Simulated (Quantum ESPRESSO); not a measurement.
# NaSc7 (P-6m2) in Quantum ESPRESSO: projected density of states with revPBE+D3(BJ)

Aim: the projected density of states of NaSc7 with revPBE+D3(BJ).

Everything below comes from runs of Quantum ESPRESSO 7.5. Logs are shortened: lines on timing, memory, paths and dates and some standing lists are left out, and cuts for length are marked.

### Step 1. Starting point

The structure is hexagonal, space group P-6m2 (No. 187). Conventional cell: a = 6.629 Å, b = 6.629 Å, c = 5.243 Å, α = 90.00°, β = 90.00°, γ = 120.00°. Na (site symmetry -6m2) has 12 Sc at 3.27 to 3.31 Å as nearest neighbours. Around Sc (site symmetry mm2) lie 10 Sc at 3.23 to 3.36 Å and 2 Na at 3.31 Å. Sc (site symmetry mm2) has 10 Sc at 3.23 to 3.38 Å and 2 Na at 3.27 Å as nearest neighbours. Sc (site symmetry -6m2) has 12 Sc at 3.26 to 3.31 Å as nearest neighbours.

The cell was built by a generator and needn't be a form met in nature.

### Step 2. Projected density of states, revPBE+D3(BJ)

Input file pw.in:

```
&CONTROL
  calculation = 'scf'
  prefix = 'pwscf'
  outdir = './tmp'
  pseudo_dir = './pseudo'
  tprnfor = .true.
  tstress = .true.
  disk_io = 'low'
/
&SYSTEM
  ibrav = 0
  nat = 8
  ntyp = 2
  ecutwfc = 36
  ecutrho = 216
  nbnd = 56
  input_dft = 'revpbe'
  occupations = 'smearing'
  smearing = 'fd'
  degauss = 0.00367493
  vdw_corr = 'grimme-d3'
  dftd3_version = 4
/
&ELECTRONS
  conv_thr = 1.6d-09
  electron_maxstep = 120
  mixing_beta = 0.5
/
ATOMIC_SPECIES
Na    22.9898 Na.LDA_PW-JTH.UPF
Sc    44.9559 Sc.LDA_PW-JTH.UPF
CELL_PARAMETERS angstrom
   6.6291667300    0.0000000000    0.0000000000
  -3.3145833600    5.7410267900    0.0000000000
   0.0000000000    0.0000000000    5.2428829000
ATOMIC_POSITIONS crystal
Na     0.0000000000    0.0000000000    0.5000000000
Sc     0.0046280000    0.5023140000    0.5000000000
Sc     0.4976860000    0.5023140000    0.5000000000
Sc     0.4976860000    0.9953720000    0.5000000000
Sc     0.1701979900    0.3403959900    0.0000000000
Sc     0.1701979900    0.8298020100    0.0000000000
Sc     0.6596040100    0.8298020100    0.0000000000
Sc     0.6666666700    0.3333333300    0.0000000000
K_POINTS automatic
5 5 5 0 0 0
```

Input file nscf.in:

```
&CONTROL
  calculation = 'nscf'
  prefix = 'pwscf'
  outdir = './tmp'
  pseudo_dir = './pseudo'
  disk_io = 'low'
/
&SYSTEM
  ibrav = 0
  nat = 8
  ntyp = 2
  ecutwfc = 36
  ecutrho = 216
  nbnd = 56
  input_dft = 'revpbe'
  occupations = 'tetrahedra_opt'
  vdw_corr = 'grimme-d3'
  dftd3_version = 4
/
&ELECTRONS
  conv_thr = 1d-08
  electron_maxstep = 120
  mixing_beta = 0.5
/
ATOMIC_SPECIES
Na    22.9898 Na.LDA_PW-JTH.UPF
Sc    44.9559 Sc.LDA_PW-JTH.UPF
CELL_PARAMETERS angstrom
   6.6291667300    0.0000000000    0.0000000000
  -3.3145833600    5.7410267900    0.0000000000
   0.0000000000    0.0000000000    5.2428829000
ATOMIC_POSITIONS crystal
Na     0.0000000000    0.0000000000    0.5000000000
Sc     0.0046280000    0.5023140000    0.5000000000
Sc     0.4976860000    0.5023140000    0.5000000000
Sc     0.4976860000    0.9953720000    0.5000000000
Sc     0.1701979900    0.3403959900    0.0000000000
Sc     0.1701979900    0.8298020100    0.0000000000
Sc     0.6596040100    0.8298020100    0.0000000000
Sc     0.6666666700    0.3333333300    0.0000000000
K_POINTS automatic
8 8 8 0 0 0
```

Input file projwfc.in:

```
&PROJWFC
  prefix = 'pwscf'
  outdir = './tmp'
  filpdos = 'p'
  Emin = -7
  Emax = 18
  DeltaE = 0.05
/
```

Potentials or basis: JTH 2.0 LDA.

Command:

```
> OMP_NUM_THREADS=1 pw.x -in pw.in > pw.out
> OMP_NUM_THREADS=1 pw.x -in nscf.in > nscf.out
> OMP_NUM_THREADS=1 projwfc.x -in projwfc.in > projwfc.out
```

pw.out:

```text
This program is part of the open-source Quantum ESPRESSO suite
     for quantum simulation of materials; please cite
         "P. Giannozzi et al., J. Phys.:Condens. Matter 21 395502 (2009);
         "P. Giannozzi et al., J. Phys.:Condens. Matter 29 465901 (2017);
         "P. Giannozzi et al., J. Chem. Phys. 152 154105 (2020);
     in publications or presentations arising from this work. More details at

     file Na.LDA_PW-JTH.UPF: wavefunction(s)  2S 3S 2P 3P renormalized
     file Sc.LDA_PW-JTH.UPF: wavefunction(s)  4S 3P 0P 3D 0D renormalized

     IMPORTANT: XC functional enforced from input :
     Exchange-correlation= REVPBE
                           (   1   4   4   4   0   0   0)
     Any further DFT definition will be discarded
     Please, verify this is what you really want

     Message from routine setup:
     using ibrav=0 with symmetry is DISCOURAGED, use correct ibrav instead

     G-vector sticks info
     --------------------
     sticks:   dense  smooth     PW     G-vecs:    dense   smooth      PW
     Sum        2347    1555    439                72257    39319    5943

     Using Slab Decomposition

     bravais-lattice index     =            0
     lattice parameter (alat)  =      12.5273  a.u.
     unit-cell volume          =    1346.5276 (a.u.)^3
     number of atoms/cell      =            8
     number of atomic types    =            2
     number of electrons       =        86.00
     number of Kohn-Sham states=           56
     kinetic-energy cutoff     =      36.0000  Ry
     charge density cutoff     =     216.0000  Ry
     scf convergence threshold =      1.6E-09
     mixing beta               =       0.5000
     number of iterations used =            8  plain     mixing
     Exchange-correlation= REVPBE
                           (   1   4   4   4   0   0   0)

     celldm(1)=  12.527310  celldm(2)=   0.000000  celldm(3)=   0.000000
     celldm(4)=   0.000000  celldm(5)=   0.000000  celldm(6)=   0.000000

     crystal axes: (cart. coord. in units of alat)
               a(1) = (   1.000000   0.000000   0.000000 )
               a(2) = (  -0.500000   0.866025   0.000000 )
               a(3) = (   0.000000   0.000000   0.790881 )

     reciprocal axes: (cart. coord. in units 2 pi/alat)
               b(1) = (  1.000000  0.577350 -0.000000 )
               b(2) = (  0.000000  1.154701  0.000000 )
               b(3) = (  0.000000 -0.000000  1.264413 )

     PseudoPot. # 1 for Na read from file:
     Na.LDA_PW-JTH.UPF
     Pseudo is Projector augmented-wave + core cor, Zval =  9.0
     Generated using ATOMPAW code
     Shape of augmentation charge: SINC**2
     Using radial grid of  969 points,  4 beta functions with:
                l(1) =   0
                l(2) =   0
                l(3) =   1
                l(4) =   1
     Q(r) pseudized with 0 coefficients

     PseudoPot. # 2 for Sc read from file:
     Sc.LDA_PW-JTH.UPF
     Pseudo is Projector augmented-wave + core cor, Zval = 11.0
     Generated using ATOMPAW code
     Shape of augmentation charge: BESSEL
     Using radial grid of 1021 points,  6 beta functions with:
                l(1) =   0
                l(2) =   0
                l(3) =   1
                l(4) =   1
                l(5) =   2
                l(6) =   2
     Q(r) pseudized with 0 coefficients

     atomic species   valence    mass     pseudopotential
     Na                9.00    22.98980     Na( 1.00)
     Sc               11.00    44.95590     Sc( 1.00)

     12 Sym. Ops. (no inversion) found

   Cartesian axes

     site n.     atom                  positions (alat units)
         1        Na     tau(   1) = (   0.0000000   0.0000000   0.3954406  )
         2        Sc     tau(   2) = (  -0.2465290   0.4350167   0.3954406  )
         3        Sc     tau(   3) = (   0.2465290   0.4350167   0.3954406  )
         4        Sc     tau(   4) = (   0.0000000   0.8620174   0.3954406  )
         5        Sc     tau(   5) = (  -0.0000000   0.2947916   0.0000000  )
         6        Sc     tau(   6) = (  -0.2447030   0.7186296   0.0000000  )
         7        Sc     tau(   7) = (   0.2447030   0.7186296   0.0000000  )
         8        Sc     tau(   8) = (   0.5000000   0.2886751   0.0000000  )

     --------------------------------------------
     DFT-D3 Dispersion Correction (3-body terms):
     --------------------------------------------
       Reference C6 values for interpolation:

         atom   Coordination number   C6
         Na         0.000          3216.06
         Na         0.968           372.21
         Sc         0.000          3044.94
         Sc         1.863           649.01
         Sc         2.900           627.97

       Values used:

         atom   Coordination number  R0_AB[au]  C6      C8
         Na        10.429            3.504    372.21  48432.19
         Sc         9.817            3.676    627.97  82273.04
         Sc         9.817            3.676    627.97  82273.04
         Sc         9.817            3.676    627.97  82273.04
         Sc         9.774            3.676    627.97  82273.04
         Sc         9.774            3.676    627.97  82273.04
         Sc         9.774            3.676    627.97  82273.04
         Sc         9.610            3.676    627.97  82273.04

         Molecular C6 ( Ry / a.u.^6 ) =     37679.79

     number of k points=    15  Fermi-Dirac smearing, width (Ry)=  0.0037
                       cart. coord. in units 2pi/alat
        k(    1) = (   0.0000000   0.0000000   0.0000000), wk =   0.0160000
        k(    2) = (   0.0000000   0.0000000   0.2528825), wk =   0.0320000
        k(    3) = (   0.0000000   0.0000000   0.5057650), wk =   0.0320000
        k(    4) = (   0.0000000   0.2309401   0.0000000), wk =   0.0960000
        k(    5) = (   0.0000000   0.2309401   0.2528825), wk =   0.1920000
        k(    6) = (   0.0000000   0.2309401   0.5057650), wk =   0.1920000
        k(    7) = (   0.0000000   0.4618802   0.0000000), wk =   0.0960000
        k(    8) = (   0.0000000   0.4618802   0.2528825), wk =   0.1920000
        k(    9) = (   0.0000000   0.4618802   0.5057650), wk =   0.1920000
        k(   10) = (   0.2000000   0.3464102   0.0000000), wk =   0.0960000
        k(   11) = (   0.2000000   0.3464102   0.2528825), wk =   0.1920000
        k(   12) = (   0.2000000   0.3464102   0.5057650), wk =   0.1920000
        k(   13) = (   0.2000000   0.5773503   0.0000000), wk =   0.0960000
        k(   14) = (   0.2000000   0.5773503   0.2528825), wk =   0.1920000
        k(   15) = (   0.2000000   0.5773503   0.5057650), wk =   0.1920000

     Dense  grid:    72257 G-vectors     FFT dimensions: (  60,  60,  48)

     Smooth grid:    39319 G-vectors     FFT dimensions: (  48,  48,  40)

     Check: negative core charge=   -0.000009

     Initial potential from superposition of free atoms

     starting charge      85.9791, renormalised to      86.0000
     Starting wfcs are  134 randomized atomic wfcs

     Self-consistent Calculation

     iteration #  1     ecut=    36.00 Ry     beta= 0.50
     Davidson diagonalization with overlap
     ethr =  1.00E-02,  avg # of iterations =  1.3

     Threshold (ethr) on eigenvalues was too large:
     Diagonalizing with lowered threshold

     Davidson diagonalization with overlap
     ethr =  4.23E-04,  avg # of iterations =  3.3

     total energy              =   -1209.14088893 Ry
     estimated scf accuracy    <       0.37192859 Ry

     iteration #  2     ecut=    36.00 Ry     beta= 0.50
     Davidson diagonalization with overlap
     ethr =  4.32E-04,  avg # of iterations =  6.7
[... 25 lines left out ...]
     iteration #  6     ecut=    36.00 Ry     beta= 0.50
     Davidson diagonalization with overlap
     ethr =  1.85E-05,  avg # of iterations =  4.5

     total energy              =   -1209.26981362 Ry
     estimated scf accuracy    <       0.00261674 Ry

     iteration #  7     ecut=    36.00 Ry     beta= 0.50
     Davidson diagonalization with overlap
     c_bands:  1 eigenvalues not converged
     c_bands:  1 eigenvalues not converged
     ethr =  3.04E-06,  avg # of iterations = 11.2

     total energy              =   -1209.27064858 Ry
     estimated scf accuracy    <       0.00070883 Ry

     iteration #  8     ecut=    36.00 Ry     beta= 0.50
     Davidson diagonalization with overlap
     ethr =  8.24E-07,  avg # of iterations =  4.5

     total energy              =   -1209.27082136 Ry
     estimated scf accuracy    <       0.00005388 Ry
[... 47 lines left out ...]
     total energy              =   -1209.27085760 Ry
     estimated scf accuracy    <          1.8E-09 Ry

     iteration # 16     ecut=    36.00 Ry     beta= 0.50
     Davidson diagonalization with overlap
     ethr =  2.04E-12,  avg # of iterations =  2.3

     End of self-consistent calculation

          k = 0.0000 0.0000 0.0000 (  4873 PWs)   bands (ev):

   -43.1954 -41.2633 -41.2301 -41.2301 -41.2011 -41.1834 -41.1834 -40.9813
   -19.9850 -19.9803 -19.8978 -19.8978 -19.8780 -19.8697 -19.8697 -19.8635
   -19.8635 -19.7989 -19.7257 -19.7257 -19.7021 -19.7021 -19.7008 -19.6838
   -19.6713 -19.6713 -19.5132 -19.5132 -19.5089 -14.9844 -14.9726 -14.9726
     3.4050   6.9098   6.9098   6.9177   7.0179   7.4330   7.6308   7.6693
     7.6693   8.0541   8.0541   8.1856   8.1856   8.3771   8.9195   9.6092
     9.6092   9.6851   9.7164  10.0103  10.0106  10.1589  10.3136  10.3138
[... 133 lines left out ...]
   -43.1955 -41.2448 -41.2362 -41.2278 -41.2007 -41.1947 -41.1859 -40.9828
   -19.9460 -19.9285 -19.9265 -19.9024 -19.8897 -19.8787 -19.8193 -19.8123
   -19.8009 -19.7757 -19.7690 -19.7589 -19.7436 -19.7408 -19.7207 -19.6833
   -19.6771 -19.6651 -19.5409 -19.5290 -19.5236 -14.9851 -14.9736 -14.9731
     5.5567   5.6877   6.3456   6.4716   6.6297   7.0889   7.8139   7.9901
     8.3013   8.5141   8.6137   8.6776   8.7296   8.7982   8.8725   8.9306
     9.1330   9.2389   9.4502   9.5017   9.5507   9.7197  10.0197  10.3621

     the Fermi energy is     8.4420 ev

!    total energy              =   -1209.27085760 Ry
     total all-electron energy =     -1209.270858 Ry
     estimated scf accuracy    <          1.3E-10 Ry
     smearing contrib. (-TS)   =      -0.01068872 Ry
     internal energy E=F+TS    =   -1209.26016888 Ry

     The total energy is F=E-TS. E is the sum of the following terms:
     one-electron contribution =    -341.22146469 Ry
     hartree contribution      =     193.23577211 Ry
     xc contribution           =    -102.66761366 Ry
     ewald contribution        =    -483.92589567 Ry
     DFT-D3 Dispersion         =      -0.37435031 Ry
     one-center paw contrib.   =    -474.30661667 Ry

     convergence has been achieved in  16 iterations

     Forces acting on atoms (cartesian axes, Ry/au):

     atom    1 type  1   force =    -0.00000000   -0.00000000    0.00000000
     atom    2 type  2   force =    -0.01099657   -0.00634887    0.00000000
     atom    3 type  2   force =     0.01099657   -0.00634887    0.00000000
     atom    4 type  2   force =    -0.00000000    0.01269774    0.00000000
     atom    5 type  2   force =    -0.00000000    0.00479860    0.00000000
     atom    6 type  2   force =     0.00415571   -0.00239930    0.00000000
     atom    7 type  2   force =    -0.00415571   -0.00239930    0.00000000
     atom    8 type  2   force =    -0.00000000   -0.00000000    0.00000000

     Total force =     0.023511     Total SCF correction =     0.000009

     Computing stress (Cartesian axis) and pressure

          total   stress  (Ry/bohr**3)                   (kbar)     P=      -22.37
  -0.00014767   0.00000000   0.00000000          -21.72        0.00        0.00
   0.00000000  -0.00014767   0.00000000            0.00      -21.72        0.00
   0.00000000   0.00000000  -0.00016079            0.00        0.00      -23.65

=------------------------------------------------------------------------------=
   JOB DONE.
=------------------------------------------------------------------------------=
```

Run time: 8.6 min. Hardware: 1 thread of Intel Xeon Platinum 8488C (Sapphire Rapids), shared host; peak memory 0.38 GiB.

Results:

| Quantity | Value |
| --- | --- |
| Free energy | -16452.9682 eV |
| Pressure | -2.2 GPa |
| Largest force | 0.326 eV/Å |
| Band gap on the k mesh | none (metal or under the smearing width) |

Forces on the atoms (eV/Å):
```
Na   0.000  0.000  0.000
Sc  -0.283 -0.163  0.000
Sc   0.283 -0.163  0.000
Sc   0.000  0.326  0.000
Sc   0.000  0.123  0.000
Sc   0.107 -0.062  0.000
Sc  -0.107 -0.062  0.000
Sc   0.000  0.000  0.000
```

Stress tensor (GPa, compression positive):
```
-2.17  0.00  0.00
 0.00 -2.17  0.00
 0.00  0.00 -2.37
```

Levels at points of the mesh, in eV from the Fermi level:
| k point | band 41 | band 42 | band 43 | band 44 | band 45 | band 46 | band 47 | band 48 |
| --- | --- | --- | --- | --- | --- | --- | --- | --- |
| (0.00, 0.00, 0.00) | -0.77 | -0.39 | -0.39 | -0.26 | -0.26 | -0.06 | 0.48 | 1.17 |

States per cell in windows of 0.5 eV (zero at the Fermi level; states under -8 eV left out):
```tsv
from (eV)	total	Sc#5 d wfc5	Sc#6 d wfc5	Sc#7 d wfc5	Sc#2 d wfc5	Sc#3 d wfc5	Sc#4 d wfc5
-8.0	0.00	0.00	0.00	0.00	0.00	0.00	0.00
-7.5	0.00	0.00	0.00	0.00	0.00	0.00	0.00
-7.0	0.00	0.00	0.00	0.00	0.00	0.00	0.00
-6.5	0.00	0.00	0.00	0.00	0.00	0.00	0.00
-6.0	0.00	0.00	0.00	0.00	0.00	0.00	0.00
-5.5	0.00	0.00	0.00	0.00	0.00	0.00	0.00
-5.0	0.29	0.00	0.00	0.00	0.00	0.00	0.00
-4.5	0.52	0.00	0.00	0.00	0.00	0.00	0.00
-4.0	0.69	0.00	0.00	0.00	0.00	0.00	0.00
-3.5	0.91	0.01	0.01	0.01	0.01	0.01	0.01
-3.0	1.30	0.02	0.02	0.02	0.02	0.02	0.02
-2.5	1.45	0.05	0.05	0.05	0.05	0.05	0.05
-2.0	2.50	0.15	0.15	0.15	0.16	0.16	0.16
-1.5	3.47	0.29	0.29	0.29	0.29	0.29	0.29
-1.0	4.41	0.45	0.45	0.45	0.43	0.43	0.43
-0.5	6.41	0.65	0.65	0.65	0.68	0.68	0.68
0.0	7.60	0.85	0.85	0.85	0.80	0.80	0.80
0.5	4.13	0.55	0.55	0.55	0.44	0.44	0.44
1.0	8.49	1.01	1.01	1.01	0.98	0.98	0.98
1.5	5.37	0.58	0.58	0.58	0.71	0.71	0.71
```

Caveat: the potentials were made for another functional, which shifts forces and pressure; the cutoff is low for these files, which shifts pressure and relaxed volume; pairwise dispersion overbinds metals, which lowers pressure and volume.

### Step 3. For comparison

An earlier run on the cell as given: functional PBE; potentials or basis SSSP 1.3 efficiency PBE; cutoff 816 eV; density cutoff 5987 eV; k mesh 5 × 5 × 5; occupations fermi-dirac, width 0.05 eV; no spin polarisation.

- Pressure: 0.6 GPa
- Largest force: 0.310 eV/Å
- Band gap on the k mesh: none (metal or under the smearing width)
